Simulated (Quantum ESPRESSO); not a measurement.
# BNH6 in Quantum ESPRESSO: settings compared

Aim: see how the results for BNH6 move with the level of theory and the settings. Levels: LDA, PBE. Tasks: single point.

Everything below comes from runs of Quantum ESPRESSO 7.5. Logs are shortened: lines on timing, memory, paths and dates and some standing lists are left out, and cuts for length are marked.

## (1) The molecule as given

The cell holds a molecule in a box, 8 atoms: a = 12.000 Å, b = 12.000 Å, c = 12.000 Å, α = 90.00°, β = 90.00°, γ = 90.00°.

## (2) Single point, LDA (atoms moved at random, drawn with an rms of 0.15 Å)

File pw.in:

```
&CONTROL
  calculation = 'scf'
  prefix = 'pwscf'
  outdir = './tmp'
  pseudo_dir = './pseudo'
  tprnfor = .true.
  disk_io = 'low'
  verbosity = 'high'
/
&SYSTEM
  ibrav = 0
  celldm(1) = 8
  nat = 8
  ntyp = 3
  ecutwfc = 84
  nbnd = 13
  occupations = 'smearing'
  smearing = 'mv'
  degauss = 0.01469973
/
&ELECTRONS
  conv_thr = 1.6d-09
  electron_maxstep = 120
  mixing_beta = 0.5
  mixing_mode = 'TF'
/
ATOMIC_SPECIES
B     10.8100 B.upf
N     14.0070 N.upf
H      1.0080 H.upf
CELL_PARAMETERS alat
  2.8345891869387   0.0000000000000   0.0000000000000
  0.0000000000000   2.8345891869387   0.0000000000000
  0.0000000000000   0.0000000000000   2.8345891869387
ATOMIC_POSITIONS crystal
B      0.4877160000    0.5177250000    0.4363370000
N      0.5195490000    0.4776780000    0.5627280000
H      0.5085660000    0.4417250000    0.3770350000
H      0.3922120000    0.5508640000    0.4459720000
H      0.5631730000    0.5882920000    0.4221570000
H      0.5273600000    0.5392350000    0.6167720000
H      0.6032210000    0.4528920000    0.5655960000
H      0.4818910000    0.4204120000    0.5910700000
K_POINTS gamma
```

File pp_density.in:

```
&INPUTPP
  prefix = 'pwscf'
  outdir = './tmp'
  filplot = 'density.dat'
  plot_num = 0
/
&PLOT
  nfile = 1
  filepp(1) = 'density.dat'
  iflag = 3
  output_format = 6
  fileout = 'density.cube'
/
```

File pp_potential.in:

```
&INPUTPP
  prefix = 'pwscf'
  outdir = './tmp'
  filplot = 'potential.dat'
  plot_num = 11
/
&PLOT
  nfile = 1
  filepp(1) = 'potential.dat'
  iflag = 3
  output_format = 6
  fileout = 'potential.cube'
/
```

File pp_elf.in:

```
&INPUTPP
  prefix = 'pwscf'
  outdir = './tmp'
  filplot = 'elf.dat'
  plot_num = 8
/
&PLOT
  nfile = 1
  filepp(1) = 'elf.dat'
  iflag = 3
  output_format = 6
  fileout = 'elf.cube'
/
```

Potentials or basis: PseudoDojo 0.4.1 SR LDA standard.

Launch:

```sh
OMP_NUM_THREADS=1 pw.x -in pw.in > pw.out
OMP_NUM_THREADS=1 pp.x -in pp_density.in > pp_density.out
OMP_NUM_THREADS=1 pp.x -in pp_potential.in > pp_potential.out
OMP_NUM_THREADS=1 pp.x -in pp_elf.in > pp_elf.out
```

pw.out:

```text
This program is part of the open-source Quantum ESPRESSO suite
     for quantum simulation of materials; please cite
         "P. Giannozzi et al., J. Phys.:Condens. Matter 21 395502 (2009);
         "P. Giannozzi et al., J. Phys.:Condens. Matter 29 465901 (2017);
         "P. Giannozzi et al., J. Chem. Phys. 152 154105 (2020);
     in publications or presentations arising from this work. More details at

     gamma-point specific algorithms are used

     G-vector sticks info
     --------------------
     sticks:   dense  smooth     PW     G-vecs:    dense   smooth      PW
     Sum       13753   13753   3433              1212941  1212941  151635

     Using Slab Decomposition

     bravais-lattice index     =            0
     lattice parameter (alat)  =       8.0000  a.u.
     unit-cell volume          =   11661.1220 (a.u.)^3
     number of atoms/cell      =            8
     number of atomic types    =            3
     number of electrons       =        14.00
     number of Kohn-Sham states=           13
     kinetic-energy cutoff     =      84.0000  Ry
     charge density cutoff     =     336.0000  Ry
     scf convergence threshold =      1.6E-09
     mixing beta               =       0.5000
     number of iterations used =            8  TF        mixing
     Exchange-correlation= SLA  PW   NOGX NOGC
                           (   1   4   0   0   0   0   0)

     celldm(1)=   8.000000  celldm(2)=   0.000000  celldm(3)=   0.000000
     celldm(4)=   0.000000  celldm(5)=   0.000000  celldm(6)=   0.000000

     crystal axes: (cart. coord. in units of alat)
               a(1) = (   2.834589   0.000000   0.000000 )
               a(2) = (   0.000000   2.834589   0.000000 )
               a(3) = (   0.000000   0.000000   2.834589 )

     reciprocal axes: (cart. coord. in units 2 pi/alat)
               b(1) = (  0.352785  0.000000  0.000000 )
               b(2) = (  0.000000  0.352785  0.000000 )
               b(3) = (  0.000000  0.000000  0.352785 )

     PseudoPot. # 1 for B  read from file:
     B.upf
     Pseudo is Norm-conserving + core correction, Zval =  3.0
     Generated using ONCVPSP code by D. R. Hamann
     Using radial grid of 1498 points,  4 beta functions with:
                l(1) =   0
                l(2) =   0
                l(3) =   1
                l(4) =   1

     PseudoPot. # 2 for N  read from file:
     N.upf
     Pseudo is Norm-conserving + core correction, Zval =  5.0
     Generated using ONCVPSP code by D. R. Hamann
     Using radial grid of 1058 points,  4 beta functions with:
                l(1) =   0
                l(2) =   0
[... 361 lines left out ...]

   -24.1081 -14.5388 -13.0157 -12.6991  -8.4139  -6.6069  -6.1342  -1.1833
     0.1768   0.3102   0.4074   0.6921   0.8379

     occupation numbers
     1.0000   1.0000   1.0000   1.0000   1.0000   1.0000   1.0000   0.0000
     0.0000   0.0000   0.0000   0.0000   0.0000

     the Fermi energy is    -4.3986 ev

!    total energy              =     -33.55129051 Ry
     estimated scf accuracy    <          8.0E-10 Ry
     smearing contrib. (-TS)   =       0.00000000 Ry
     internal energy E=F+TS    =     -33.55129051 Ry

     The total energy is F=E-TS. E is the sum of the following terms:
     one-electron contribution =    -100.77843340 Ry
     hartree contribution      =      51.64717678 Ry
     xc contribution           =     -12.66006046 Ry
     ewald contribution        =      28.24002657 Ry

     convergence has been achieved in  21 iterations

     Forces acting on atoms (cartesian axes, Ry/au):

     atom    1 type  1   force =     0.03245292    0.03496431    0.04080262
     atom    2 type  2   force =     0.24032399    0.18468292   -0.14831873
     atom    3 type  3   force =    -0.00901752   -0.02527489   -0.01417642
     atom    4 type  3   force =     0.00499899    0.00064244   -0.01306777
     atom    5 type  3   force =    -0.02775287   -0.00182714   -0.00423576
     atom    6 type  3   force =    -0.03173728    0.06002167    0.04015051
     atom    7 type  3   force =    -0.02450222   -0.00700502   -0.02525054
     atom    8 type  3   force =    -0.18476601   -0.24620429    0.12409609
     The non-local contrib.  to forces
     atom    1 type  1   force =     0.08667995   -0.03813500    0.28443999
     atom    2 type  2   force =     0.45391521   -0.20186719    0.73890536
     atom    3 type  3   force =    -0.02131298    0.07046885    0.06075567
     atom    4 type  3   force =     0.08332279   -0.02970669   -0.00635039
     atom    5 type  3   force =    -0.05860577   -0.05407038    0.01471262
     atom    6 type  3   force =    -0.02259453   -0.15366429   -0.12841326
     atom    7 type  3   force =    -0.15958390    0.04413582   -0.00229954
     atom    8 type  3   force =     0.14276065    0.21741868   -0.10168019
     The ionic contribution  to forces
     atom    1 type  1   force =    -0.95795821    1.00242106   -2.95678921
     atom    2 type  2   force =     0.07055081   -0.05497263    0.83830047
     atom    3 type  3   force =     0.22607271   -1.24681781   -1.52410157
     atom    4 type  3   force =    -1.75125054    0.70469157   -0.30170981
     atom    5 type  3   force =     1.08786325    1.33715953   -0.73894845
     atom    6 type  3   force =     0.31211475    2.55263774    2.54007097
     atom    7 type  3   force =     3.11241829   -1.02447575    0.33455637
     atom    8 type  3   force =    -2.09981107   -3.27064371    1.80862123
     The local contribution  to forces
     atom    1 type  1   force =     0.90476492   -0.92920294    2.72035732
     atom    2 type  2   force =    -0.26955902    0.44532509   -1.71981197
     atom    3 type  3   force =    -0.21377767    1.15107654    1.44917329
     atom    4 type  3   force =     1.67293138   -0.67434397    0.29499363
     atom    5 type  3   force =    -1.05701301   -1.28491911    0.72000232
     atom    6 type  3   force =    -0.32125685   -2.33894960   -2.37150796
     atom    7 type  3   force =    -2.97733501    0.97333496   -0.35750799
     atom    8 type  3   force =     1.77228324    2.80701947   -1.58284535
     The core correction contribution to forces
     atom    1 type  1   force =    -0.00103411   -0.00011836   -0.00720286
     atom    2 type  2   force =    -0.01458499   -0.00379222   -0.00573566
     atom    3 type  3   force =     0.00000000    0.00000000    0.00000000
     atom    4 type  3   force =     0.00000000    0.00000000    0.00000000
     atom    5 type  3   force =     0.00000000    0.00000000    0.00000000
     atom    6 type  3   force =     0.00000000    0.00000000    0.00000000
     atom    7 type  3   force =     0.00000000    0.00000000    0.00000000
     atom    8 type  3   force =     0.00000000    0.00000000    0.00000000
     The Hubbard contrib.    to forces
     atom    1 type  1   force =     0.00000000    0.00000000    0.00000000
     atom    2 type  2   force =     0.00000000    0.00000000    0.00000000
     atom    3 type  3   force =     0.00000000    0.00000000    0.00000000
     atom    4 type  3   force =     0.00000000    0.00000000    0.00000000
     atom    5 type  3   force =     0.00000000    0.00000000    0.00000000
     atom    6 type  3   force =     0.00000000    0.00000000    0.00000000
     atom    7 type  3   force =     0.00000000    0.00000000    0.00000000
     atom    8 type  3   force =     0.00000000    0.00000000    0.00000000
     The SCF correction term to forces
     atom    1 type  1   force =     0.00000066   -0.00000063   -0.00000184
     atom    2 type  2   force =     0.00000227   -0.00001030    0.00002385
     atom    3 type  3   force =     0.00000071   -0.00000264   -0.00000302
     atom    4 type  3   force =    -0.00000435    0.00000136   -0.00000042
     atom    5 type  3   force =     0.00000295    0.00000264   -0.00000146
     atom    6 type  3   force =    -0.00000037   -0.00000236    0.00000154
     atom    7 type  3   force =    -0.00000132   -0.00000023    0.00000140
     atom    8 type  3   force =     0.00000146    0.00000110    0.00000118

     Total force =     0.487211     Total SCF correction =     0.000027

=------------------------------------------------------------------------------=
   JOB DONE.
=------------------------------------------------------------------------------=
```

pp_density.out:

```text
This program is part of the open-source Quantum ESPRESSO suite
     for quantum simulation of materials; please cite
         "P. Giannozzi et al., J. Phys.:Condens. Matter 21 395502 (2009);
         "P. Giannozzi et al., J. Phys.:Condens. Matter 29 465901 (2017);
         "P. Giannozzi et al., J. Chem. Phys. 152 154105 (2020);
     in publications or presentations arising from this work. More details at

     IMPORTANT: XC functional enforced from input :
     Exchange-correlation= PW
                           (   1   4   0   0   0   0   0)
     Any further DFT definition will be discarded
     Please, verify this is what you really want

     G-vector sticks info
     --------------------
     sticks:   dense  smooth     PW     G-vecs:    dense   smooth      PW
     Sum       13753   13753   3433              1212941  1212941  151635

     Using Slab Decomposition

     Calling punch_plot, plot_num =   0
     Writing data to file  density.dat
     Reading data from file  density.dat

     Writing data to be plotted to file density.cube
     Plot Type: 3D                     Output format: Gaussian cube

=------------------------------------------------------------------------------=
   JOB DONE.
=------------------------------------------------------------------------------=
```

Wall time 89 s (1 thread of Intel Xeon at 2.60GHz (Ice Lake), shared host); peak memory 0.64 GiB.

Results:

| Item | Value |
| --- | --- |
| Free energy | -456.4886 eV |
| Largest force | 8.676 eV/Å |
| Gap between the frontier levels | 4.95 eV |
| Dipole moment | 5.41 D |

Forces on the atoms (eV/Å):
```
B    0.834  0.899  1.049
N    6.179  4.748 -3.813
H   -0.232 -0.650 -0.364
H    0.129  0.017 -0.336
H   -0.714 -0.047 -0.109
H   -0.816  1.543  1.032
H   -0.630 -0.180 -0.649
H   -4.751 -6.330  3.191
```

Caveat: this is a molecule in a periodic box, so the gap is that between its Kohn-Sham HOMO and LUMO and the box isn't a crystal; this smearing can shift energies of a crystal with a gap.

[end of part 1 of 3]
